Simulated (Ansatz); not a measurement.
# CHGaN (quartet): geometry optimisation

Aim: relax a generated start of CHGaN (quartet) and see which bonds hold.

Method: UKS PBE0/def2-TZVP; program: Ansatz 0.2.0, Gaussian basis.

### 1 The system as given

4 atoms, charge 0, spin multiplicity 4.

Atoms are counted from 1 here; the program's logs count them from 0.

Bond lengths: Ga1–C2 1.891 Å, C2–N3 1.296 Å, N3–H4 1.018 Å. Angles: Ga1–C2–N3 163.0°, C2–N3–H4 117.0°.

As a file:

```xyz
4
CHGaN
Ga   -2.2023   -0.2352   -0.0024
C    -0.3224   -0.0289   -0.0003
N     0.9505   -0.2704   -0.0015
H     1.5742    0.5345    0.0041
```

The start was built by rule and, where that kept it together, relaxed with GFN2-xTB. Sticks and bond lists go by distance. No spin-orbit coupling is included. 

### 2 Relaxation

File in.yaml:

```yaml
crystal:
  periodic: [false, false, false]
  atoms:
    - {symbol: Ga, position_ang: [-2.202344, -0.235180, -0.002353]}
    - {symbol: C, position_ang: [-0.322417, -0.028882, -0.000257]}
    - {symbol: N, position_ang: [0.950549, -0.270444, -0.001491]}
    - {symbol: H, position_ang: [1.574212, 0.534505, 0.004101]}
basis:
  gaussian: {orbitals: def2-TZVP}
magnetization: {spin_polarized: true, initial_magnetization: 3}
hamiltonian: {xc: pbe0}
relax: {f_tol: 0.004, max_steps: 80}
```

Run with:

```bash
> ansatz run in.yaml --threads 1 --pin off --events-out ev --progress --plain --max-ram 2176MiB
```

**Question.** What will these runs give? Wanted: energy gained; shift from the start; total energy; dipole moment; ⟨S²⟩.

The runs gave:

```
                  quantity           value
                     steps               7
             energy gained        0.282 eV
shift from the start (rms)         0.073 Å
              total energy  -54907.9870 eV
             dipole moment          1.08 D
                      ⟨S²⟩           3.755
```

What this shows: The bonds of the start are those of the end. C2–N3 went from 1.296 to 1.210 Å. No vibrations were run, so this is a stationary point, not a proven minimum, and this spin need not be the ground state's.
